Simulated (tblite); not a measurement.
# C5H11BO2S: the cost of one run

Computed with tblite 0.8.0 and PySCF 2.14.0, with density-fitted response routines of our own, on a single molecule in the gas phase. Atoms are numbered from 0 throughout.

### 1 The molecule as given

20 atoms, charge 0, multiplicity 1; geometry from: force field or distance geometry start.

Bonds of the start (Å): C0–C1 1.52, C1–C2 1.52, C1–O3 1.42, O3–C4 1.42, C4–C5 1.54, C5–O6 1.41, O6–B7 1.45, B7–S8 1.86, S8–C4 1.83, C0–H9 1.11, C0–H10 1.12, C0–H11 1.10, C1–H12 1.13, C2–H13 1.11, C2–H14 1.13, C2–H15 1.12, C4–H16 1.11, C5–H17 1.12, C5–H18 1.12, B7–H19 1.18.

### 2 Geometry optimisation with GFN2-xTB

What the job is given:

```
{"job": {"kind": "relax", "xc": "GFN2-xTB", "basis": "xTB"}, "charge": 0, "multiplicity": 1}
C     -1.897800    -1.163900    -0.744800
C     -1.150400    -0.305900     0.267400
C     -2.092900     0.651200     0.979100
O     -0.147300     0.455400    -0.393300
C      1.112200    -0.198300    -0.330200
C      1.849800     0.148100     0.971800
O      3.239000     0.233800     0.743900
B      3.341800     0.961800    -0.505500
S      2.108900     0.358000    -1.758800
H     -2.361000    -0.516800    -1.523900
H     -2.714900    -1.739900    -0.243100
H     -1.219500    -1.883800    -1.229400
H     -0.738000    -0.981400     1.077500
H     -1.539000     1.260000     1.717500
H     -2.574100     1.350100     0.240400
H     -2.902200     0.094100     1.520100
H      1.030400    -1.300600    -0.437800
H      1.660200    -0.649600     1.727800
H      1.480600     1.111400     1.411100
H      3.509100     2.127000    -0.441900
```

On the command line:

```
$ OMP_NUM_THREADS=1 python probes_run.py task.json out
```

The driver reads the jobs from task.json and runs them one after another.

Q: Estimate the wall time of this first job on 1 thread of Arm Neoverse V1, shared host.

About 1.4 s.
